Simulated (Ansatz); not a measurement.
Task: a phonon calculation by linear response of SnO₂, space group P4_2/mnm, with the Ansatz DFT code, driven from Python. Give the script and its output. Settings: LDA, PAW, cutoff 450 eV, 4×4×6 k-points, Fermi-Dirac smearing of 0.01 eV.

```yaml
crystal:
  lattice:
    - [4.73800, 0.00000, 0.00000]
    - [0.00000, 4.73800, 0.00000]
    - [0.00000, 0.00000, 3.18650]
  atoms:
    - { symbol: Sn, position: [0.00000, 0.00000, 0.00000] }
    - { symbol: Sn, position: [0.50000, 0.50000, 0.50000] }
    - { symbol: O, position: [0.30710, 0.30710, 0.00000] }
    - { symbol: O, position: [0.19290, 0.80710, 0.50000] }
    - { symbol: O, position: [0.69290, 0.69290, 0.00000] }
    - { symbol: O, position: [0.80710, 0.19290, 0.50000] }
```

Script `run_dfpt.py`:
```python
"""DFPT phonons of SnO2."""

from pathlib import Path
import warnings

import ansatz as az
import numpy as np

SETTINGS = {
    "ecut": 450,
    "functional": "LDA",
    "smearing_width": 0.01,
    "mesh": (4, 4, 6),
}

warnings.simplefilter("ignore", az.DeckWarning)

lattice = az.Lattice.of(
    [4.738, 0.0, 0.0],
    [0.0, 4.738, 0.0],
    [0.0, 0.0, 3.1865],
)
sites = [
    ("Sn", [0.0, 0.0, 0.0]),
    ("Sn", [0.5, 0.5, 0.5]),
    ("O", [0.3071, 0.3071, 0.0]),
    ("O", [0.1929, 0.8071, 0.5]),
    ("O", [0.6929, 0.6929, 0.0]),
    ("O", [0.8071, 0.1929, 0.5]),
]
xtal = az.Crystal(lattice=lattice)
for symbol, position in sites:
    xtal = xtal.atom(symbol, position)

calc = (
    xtal.calculation()
    .basis(SETTINGS["ecut"])
    .functional(SETTINGS["functional"])
    .occupations(az.OccupationsMethod.FERMI_DIRAC, width=SETTINGS["smearing_width"])
    .kpoints(*SETTINGS["mesh"])
    .phonons("dfpt", points=[(0, 0, 0), (0, 0, 0.5), (0.5, 0, 0)])
)
outcome = calc.run(runs_dir="runs")
ph = outcome.phonons

for q in ph.qpoints:
    thz = np.asarray(q.omega_inv_cm) / 33.35641
    print("q = ({:.2f}, {:.2f}, {:.2f})".format(*q.q_frac), np.round(thz, 2) + 0.0, "THz")
```

```console
$ python run_dfpt.py
RunWarning: eigensolver did not converge (k=14): 1 band(s) unlocked after 20 sweeps at ethr=1.00e-12 eV (lowest unlocked band 31, counted from 0; max residual 9.80e-6 eV among the unlocked bands, [...]
q = (0.00, 0.00, 0.00) [ 0.    0.    0.    3.11  4.44  6.76  6.76  8.22  8.22 10.35 14.   14.04
 14.04 16.83 17.57 17.57 18.69 22.39] THz
q = (0.00, 0.00, 0.50) [ 3.9   3.9   5.46  5.46  7.44  7.44  7.63  7.63  8.89  8.89 16.56 16.56
 16.87 16.87 17.99 17.99 20.75 20.75] THz
q = (0.50, 0.00, 0.00) [ 3.31  3.31  4.55  4.55  5.61  5.61  6.84  6.84  9.93  9.93 13.69 13.69
 15.86 15.86 17.76 17.76 22.28 22.28] THz
```
(Warnings from the package without file and line, shortened.)

Caveats:
- The cell isn't relaxed first, so the values belong to this volume.
- No non-analytic term is added, so at the zone centre the longitudinal optical modes of a polar crystal aren't split off.
- The structure is a deposited one; some such entries were measured under pressure or heat, so a shift against it needn't be the functional's error alone.
- The structure is taken as given; imaginary modes can come from an unrelaxed or unstable start.
- The script silences the warnings on its input, which a real study should read.
- Hardware and time: 3.5 min on 1 thread of AMD EPYC 7R43 64-Core Processor (Zen 3), with other jobs on the host, peak memory 0.67 GiB.
